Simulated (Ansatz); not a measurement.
**C₄H₁₀Si: a ladder of functionals and wavefunction methods**

An exercise on one series of results from a longer session: the logs are not shown, and one member is left open.

Computed with Ansatz 0.2.0, Gaussian basis. Level: functionals in def2-TZVPP, the program's frozen cores in correlated methods.

Plan: PBE-D4, r2SCAN-D4, PBE0-D4, B3LYP-D4, ωB97X-V, ωB97M-V, B2PLYP; CCSD(T)/def2-TZVPP; MP2/def2-QZVPP; extrapolation to the limit.

## Structure used throughout

All runs share one geometry, relaxed beforehand with PBE0-D4 in a triple-zeta def2 set.

15 atoms, charge 0, spin multiplicity 1.

Atoms are counted from 1 here; the program's logs count them from 0.

Bond lengths: C1–C2 1.529 Å, C1–C5 1.536 Å, C1–H6 1.094 Å, C1–H7 1.096 Å, C2–C3 1.536 Å, C2–H8 1.096 Å, C2–H9 1.094 Å, C3–Si4 1.890 Å, C3–H10 1.095 Å, C3–H11 1.091 Å, Si4–C5 1.890 Å, Si4–H12 1.490 Å, Si4–H13 1.490 Å, C5–H14 1.091 Å, C5–H15 1.095 Å. Angles: C2–C1–C5 108.6°, C2–C1–H6 111.4°, C2–C1–H7 108.8°, C5–C1–H6 111.9°, C5–C1–H7 109.4°, H6–C1–H7 106.6°, C1–C2–C3 108.6°, C1–C2–H8 108.8°, C1–C2–H9 111.4°, C3–C2–H8 109.4°, C3–C2–H9 111.9°, H8–C2–H9 106.6°, C2–C3–Si4 103.1°, C2–C3–H10 110.2°, C2–C3–H11 112.7°, Si4–C3–H10 109.2°, Si4–C3–H11 114.4°, H10–C3–H11 107.1° and more.

The first run:

in.yaml

```yaml
crystal:
  periodic: [false, false, false]
  atoms:
    - {symbol: C, position_ang: [-0.755875, 1.016201, 0.306863]}
    - {symbol: C, position_ang: [-0.153200, 0.019597, 1.297371]}
    - {symbol: C, position_ang: [1.112308, -0.588356, 0.673490]}
    - {symbol: Si, position_ang: [0.651960, -0.755296, -1.152030]}
    - {symbol: C, position_ang: [-0.894323, 0.327674, -1.059566]}
    - {symbol: H, position_ang: [-1.712981, 1.405627, 0.666245]}
    - {symbol: H, position_ang: [-0.081452, 1.875809, 0.215382]}
    - {symbol: H, position_ang: [-0.883797, -0.775390, 1.488076]}
    - {symbol: H, position_ang: [0.054245, 0.492543, 2.261813]}
    - {symbol: H, position_ang: [1.952977, 0.105955, 0.771384]}
    - {symbol: H, position_ang: [1.410779, -1.523045, 1.151109]}
    - {symbol: H, position_ang: [0.358412, -2.155672, -1.568694]}
    - {symbol: H, position_ang: [1.700131, -0.223617, -2.068265]}
    - {symbol: H, position_ang: [-0.997612, 1.038219, -1.881337]}
    - {symbol: H, position_ang: [-1.783273, -0.311049, -1.072644]}
basis:
  gaussian: {orbitals: def2-TZVPP}
hamiltonian: {xc: pbe, dispersion: d4}
output: {forces: true, orbitals: {seedname: orbitals}}
```

The run is started by

```bash
$ ansatz run in.yaml --threads 4 --pin off --events-out ev --progress --plain --max-ram 10444MiB
```

Among the steps run: PBE-D4 (GGA); r2SCAN-D4 (meta-GGA); PBE0-D4 (hybrid); B3LYP-D4 (hybrid); ωB97X-V (range-separated); ωB97M-V (range-separated); B2PLYP (double hybrid); CCSD(T) in def2-TZVPP; MP2 in def2-QZVPP.

One of the session's tables, all rows but one given; the rest of the session is left out.

```
            method  atomisation energy (kcal/mol)
            PBE-D4                         1404.7
         r2SCAN-D4                         1389.2
           PBE0-D4                         1394.3
          B3LYP-D4                         1385.5
           ωB97X-V                         1391.1
           ωB97M-V                         1390.4
            B2PLYP                         1371.2
     HF/def2-TZVPP                         1054.7
    MP2/def2-TZVPP                         1367.4
   CCSD/def2-TZVPP                              ?
CCSD(T)/def2-TZVPP                         1356.6
           MP2/CBS                         1396.8
       CCSD(T)/CBS                         1386.0
```

Q: Estimate the row for CCSD/def2-TZVPP from the others.

The run gave: atomisation energy (kcal/mol): 1340.9. In the column «atomisation energy (kcal/mol)» it lies between HF/def2-TZVPP (1054.7) and CCSD(T)/def2-TZVPP (1356.6).

Among the levels timed on like hardware and quicker than the yardstick, those that no quicker one beats, quickest first: PBE-D4 (3.5 s, +18.8 kcal/mol); PBE0-D4 (3.7 s, +8.3 kcal/mol); r2SCAN-D4 (5 s, +3.2 kcal/mol); B3LYP-D4 (6 s, -0.4 kcal/mol).

B2PLYP carry no dispersion term (for B3LYP, D4 adds 12.7 kcal/mol).
